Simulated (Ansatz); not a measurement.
YS, space group Fm-3m: cell relaxations under several functionals, run with Ansatz 0.2.0, Python API.

The script, `lattice.py`:
```python
"""How the lattice of YS depends on the functional."""

import ansatz as az
import numpy as np

SETTINGS = {
    "sigma": 0.1,
    "k_density": 3.4,
    "force_tol": 0.05,
}

def edges_and_angles(cell):
    cell = np.asarray(cell)
    a, b, c = np.linalg.norm(cell, axis=1)
    cosines = cell[1] @ cell[2] / (b * c), cell[0] @ cell[2] / (a * c), cell[0] @ cell[1] / (a * b)
    return (a, b, c, *np.degrees(np.arccos(cosines)))

crystal = (
    az.Lattice.of((0.0, 2.74365, 2.74365), (2.74365, 0.0, 2.74365), (2.74365, 2.74365, 0.0))
    .atom("Y", (0.5, 0.5, 0.5))
    .atom("S", (0.0, 0.0, 0.0))
)

setup = (
    crystal.calculation()
    .occupations(az.OccupationsMethod.FERMI_DIRAC, width=SETTINGS["sigma"])
    .kpoints(density=SETTINGS["k_density"])
    .relax(cell=True, force_tolerance=SETTINGS["force_tol"])
)

levels = [("lda", "none"), ("blyp", "d3bj"), ("pbesol", "none")]
print("level            a       b       c    alpha   beta  gamma  V/atom  steps")
for name, dispersion in levels:
    seen = []
    run = setup.functional(name, dispersion=dispersion).session().plan()
    out = run.execute(on_event=lambda e: seen.append(e) if e["event"] == "relax_step" else None)
    cell = out.lattice.cell_ang
    label = name if dispersion == "none" else f"{name}+{dispersion}"
    print("{:13s} {:7.4f} {:7.4f} {:7.4f} {:6.2f} {:6.2f} {:6.2f}".format(label, *edges_and_angles(cell)), f"{abs(np.linalg.det(cell)) / len(out.lattice.sites):7.3f} {len(seen):5d}")
```

Rank the levels of theory by the volume of the relaxed cell.

From smallest to largest: LDA (19.90 Å³ an atom, -3.7 % against the start), PBEsol (20.37 Å³ an atom, -1.4 % against the start) and BLYP+D3BJ (20.52 Å³ an atom, -0.6 % against the start). The spread is 3.2 % in volume.

The output:

```console
$ python lattice.py
level            a       b       c    alpha   beta  gamma  V/atom  steps
DeckWarning: basis.ecutwfc = 420 eV, auto-derived from the records' recommended cutoffs: set by Y (normal level)
lda            3.8321  3.8321  3.8321  60.00  60.00  60.00  19.896     5
blyp+d3bj      3.8721  3.8721  3.8721  60.00  60.00  60.00  20.525     4
pbesol         3.8623  3.8623  3.8623  60.00  60.00  60.00  20.371     4
```
(Warnings from the package without file and line.)

Spin is left out of this run. Forces vanish by symmetry, so the ions can't move, and the end may be a saddle. BLYP and dispersion corrections can be off by several per cent in the lattices of metals, and by several GPa in the pressure at a fixed cell. The mesh is modest for a metal, so energies can be off by several to tens of meV an atom and pressures by half a GPa or more; differences at equal mesh fare better. Edges and angles are those of the cell as typed, here a primitive one, not of the conventional cell. The structure is a deposited one; some such entries were measured under pressure or heat, so a shift against it needn't be the functional's error alone. Wall time of the script: 9.7 s on 1 thread of Arm Neoverse V2 (shared host), peak memory 0.39 GiB.

(Lines on the test bed's own set-up are left out of the output.)
